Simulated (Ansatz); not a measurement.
# CH₆BClFNSi: one species, many methods

An exercise on one series of results from a longer session: the logs are not shown, and one member is left open.

Computed with Ansatz 0.2.0, Gaussian basis. Level: functionals in def2-TZVPP, the program's frozen cores in correlated methods.

Levels to be run: PBE-D4, r2SCAN-D4, PBE0-D4, B3LYP-D4, ωB97X-V, ωB97M-V, B2PLYP; CCSD(T)/def2-TZVPP; MP2/def2-QZVPP; extrapolation to the limit.

## Structure used throughout

An earlier PBE0-D4 in a triple-zeta def2 set relaxation fixed the geometry.

12 atoms, charge 0, spin multiplicity 1.

Atoms are counted from 1 here; the program's logs count them from 0.

Bond lengths: B1–C2 1.526 Å, B1–Si5 2.015 Å, B1–H7 1.204 Å, B1–H8 1.207 Å, C2–N3 1.311 Å, C2–F4 1.319 Å, N3–H9 1.008 Å, N3–H10 1.007 Å, Si5–Cl6 2.094 Å, Si5–H11 1.488 Å, Si5–H12 1.485 Å. Angles: C2–B1–Si5 101.9°, C2–B1–H7 113.5°, C2–B1–H8 111.9°, Si5–B1–H7 105.6°, Si5–B1–H8 103.4°, H7–B1–H8 118.4°, B1–C2–N3 127.2°, B1–C2–F4 121.6°, N3–C2–F4 111.0°, C2–N3–H9 121.3°, C2–N3–H10 118.3°, H9–N3–H10 119.4°, B1–Si5–Cl6 110.0°, B1–Si5–H11 116.4°, B1–Si5–H12 111.0°, Cl6–Si5–H11 104.6°, Cl6–Si5–H12 105.8°, H11–Si5–H12 108.3°.

The first run:

in.yaml

```yaml
crystal:
  periodic: [false, false, false]
  atoms:
    - {symbol: B, position_ang: [-0.368804, -0.952497, 0.416130]}
    - {symbol: C, position_ang: [1.039195, -0.363791, 0.397299]}
    - {symbol: N, position_ang: [1.462419, 0.700864, 1.035029]}
    - {symbol: F, position_ang: [1.985904, -0.860373, -0.375344]}
    - {symbol: Si, position_ang: [-1.263482, 0.064638, -1.075909]}
    - {symbol: Cl, position_ang: [-1.168339, 2.122315, -0.698913]}
    - {symbol: H, position_ang: [-0.408823, -2.110655, 0.088335]}
    - {symbol: H, position_ang: [-0.985250, -0.611910, 1.396969]}
    - {symbol: H, position_ang: [2.362808, 1.108070, 0.835139]}
    - {symbol: H, position_ang: [0.804720, 1.210331, 1.601536]}
    - {symbol: H, position_ang: [-0.674097, -0.096424, -2.432944]}
    - {symbol: H, position_ang: [-2.709352, -0.265769, -1.153227]}
basis:
  gaussian: {orbitals: def2-TZVPP}
hamiltonian: {xc: pbe, dispersion: d4}
output: {forces: true, orbitals: {seedname: orbitals}}
```

On the command line:

```
$ ansatz run in.yaml --threads 2 --pin off --events-out ev --progress --plain --max-ram 20480MiB --backend cuda --devices 0, --max-vram 18GiB
```

Steps of the session up to this table: PBE-D4 (GGA); r2SCAN-D4 (meta-GGA); PBE0-D4 (hybrid); B3LYP-D4 (hybrid); ωB97X-V (range-separated); ωB97M-V (range-separated); B2PLYP (double hybrid); CCSD(T) in def2-TZVPP; MP2 in def2-QZVPP.

One table of the session follows, with a row left open; its other results are not shown here.

It belongs to the step «Atomisation energies». 

```
            method  atomisation energy (kJ/mol)
            PBE-D4                            ?
         r2SCAN-D4                       4235.3
           PBE0-D4                       4225.6
          B3LYP-D4                       4208.8
           ωB97X-V                       4222.9
           ωB97M-V                       4226.7
            B2PLYP                       4147.4
     HF/def2-TZVPP                       3009.4
    MP2/def2-TZVPP                       4140.6
   CCSD/def2-TZVPP                       3990.4
CCSD(T)/def2-TZVPP                       4062.2
           MP2/CBS                       4258.7
       CCSD(T)/CBS                       4180.3
```

Q: Estimate the row for PBE-D4 from the others.

**Answer.** atomisation energy (kJ/mol): 4315.4. In the column «atomisation energy (kJ/mol)» it is the highest.

Caveats from the session: Free atoms (1 B, 1 C, 1 N, 1 F, 1 Si, 1 Cl, 6 H) were run apart at each level; the atomisation energy is their sum less the molecule, without zero-point or spin-orbit terms.
